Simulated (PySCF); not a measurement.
**A diatomic session: KNa+**

What are the lowest state that PBE0 finds, the bond length, vibrational wavenumber and bond energy of KNa+, and how much do these hang on the method?

Method: K pcseg-1, Na pcseg-1, no relativity; program: PySCF 2.14.0.

### Step 1. Set-up

A driver script around PySCF takes these settings:

```json
{
 "atoms": "K, Na",
 "charge": "1",
 "basis": "K pcseg-1, Na pcseg-1",
 "Hamiltonian": "no relativity",
 "basis functions": "34",
 "electrons treated": "29",
 "masses in u": "38.9637, 22.9898",
 "levels": "PBE0, PBE, r²SCAN, MN15, LDA, B3LYP, HSE06, HF, MP2, SCS-MP2, CCSD, CCSD(T)",
 "grid": "80 radial by 434 angular points",
 "occupations": "held fixed by the projection of orbital angular momentum",
 "dissociation limit": "K+ + Na, each in its ground configuration",
 "starting distance in angstrom": "3.620",
 "values of 2S to try": "1, 3"
}
```

Started as:

```
$ OMP_NUM_THREADS=1 python dia.py task.json out
```

Further steps of the session: The PBE0 curve of the state that the search chose; PBE (GGA); r²SCAN (meta-GGA); MN15; LDA (local density); B3LYP; HSE06 (range-separated hybrid); UHF; Correlated methods on the Hartree–Fock reference.

Q: Predict the outcome of this session. Wanted: for each run, Re; ωe; De; μ.

**Answer**, as computed:

Lowest PBE0 solution found, without spin–orbit coupling: ²Σ⁺ (doublet), unpaired electrons σ ↑.

```
      level  Re (Å)  ωe (cm⁻¹)  De (eV)  μ (D)
        UHF   4.218       93.5    0.492  -0.62
    UHF-MP2   4.153       97.1     0.56    n/a
UHF-SCS-MP2   4.161       96.7     0.55    n/a
   UHF-CCSD   4.153       97.0     0.56    n/a
UHF-CCSD(T)   4.151       97.1     0.56    n/a
        LDA   4.007       87.0     0.63  -0.19
        PBE   4.116       84.1     0.61  -0.17
     r²SCAN   4.073       91.4     0.56  -0.40
      B3LYP   4.093       85.0     0.56  -0.44
       PBE0   4.100       89.6     0.60  -0.26
      HSE06   4.102       88.5     0.59  -0.23
       MN15   3.789       85.2    0.342  -1.25
```

De is counted to K+ + Na in their ground configurations. A positive dipole points from K to Na; in an ion it is taken about the centre of mass and does not tell which atom is negative.

**Reading.** The methods spread over 0.430 Å in bond length, from MN15 to UHF. CCSD(T) can't serve as the judge here: for a weak bond in this basis it is far from its limit. Of the levels with a De here, MN15 gives the least (0.342 eV) and LDA the most (0.63 eV).

Correlated steps freeze 6 core orbitals.
